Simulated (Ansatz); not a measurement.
This script for Ansatz 0.2.0 through its Python package starts 3 runs on MgZn3S4, space group P-43m. What input does the engine get in each?

The script, `edit_mgzn3s4.py`:
```python
import ansatz as az


def main() -> None:
    mgzn3s4 = (
        az.Lattice.cubic(5.454799)
        .space_group(215)
        .atom("Mg", [0.5, 0.5, 0.5])
        .atom("Zn", [0.0, 0.0, 0.5])
        .atom("S", [0.756335, 0.756335, 0.243665])
    )

    model = (
        mgzn3s4.calculation()
        .functional("LDA")
        .pseudopotentials("paw")
        .basis(550)
        .kpoints(mesh=(4, 4, 4))
        .occupations("fixed")
        .band_table()
    )
    typed = model.input()
    rows = []
    for value in [2, 5, 10]:
        edited = typed.set(az.key.scf.mixing.ndim, value)
        data = az.Session.from_dict(edited).plan().execute().report
        rows.append((value, data["free_energy_ev"], data["n_iterations"], len(data["eigenvalues_ev"][0]) if "eigenvalues_ev" in data else 0))
    print("       history            F eV      iterations    bands listed")
    for row in rows:
        print(f"{str(row[0]):>14s}  {row[1]:14.5f}  {row[2]:14d}  {row[3]:14d}")
    print(edited.to_yaml())


if __name__ == "__main__":
    main()
```

Run 1:
```yaml
crystal:
  lattice:
    bravais: cubic
    a: 5.454799
  space_group: 215
  atoms:
    - { symbol: Mg, position: [0.5, 0.5, 0.5] }
    - { symbol: Zn, position: [0.0, 0.0, 0.5] }
    - { symbol: S, position: [0.756335, 0.756335, 0.243665] }
basis:
  ecutwfc: 550.0
kpoints:
  mp_grid:
    grid: [4, 4, 4]
hamiltonian:
  xc: lda
  pseudopotentials:
    kind: paw
scf:
  occupations:
    method: fixed
  mixing:
    ndim: 2
output:
  eigenvalues: true
```

Run 2, against run 1:
```diff
-    ndim: 2
+    ndim: 5
```

Run 3, against run 1:
```diff
-    ndim: 2
+    ndim: 10
```

`python edit_mgzn3s4.py` gives:
```text
       history            F eV      iterations    bands listed
             2    -15126.14394              12              42
             5    -15126.14394               8              42
            10    -15126.14394               7              42
crystal:
  lattice:
    bravais: cubic
    a: 5.454799
  space_group: 215
  atoms:
    - { symbol: Mg, position: [0.5, 0.5, 0.5] }
    - { symbol: Zn, position: [0.0, 0.0, 0.5] }
    - { symbol: S, position: [0.756335, 0.756335, 0.243665] }
basis:
  ecutwfc: 550.0
kpoints:
  mp_grid:
    grid: [4, 4, 4]
hamiltonian:
  xc: lda
  pseudopotentials:
    kind: paw
scf:
  occupations:
    method: fixed
  mixing:
    ndim: 10
output:
  eigenvalues: true
```

Caveats:
- Absolute energies stand on the zero of these potentials, so only differences at equal settings mean something. A total without «per atom» is that of the whole cell that was run.
- The structure comes from a database of computed cells and needn't be a stable or known phase.
- Finished in 26 s on 1 thread of Arm Neoverse V1, on a shared host, peak memory 0.45 GiB.
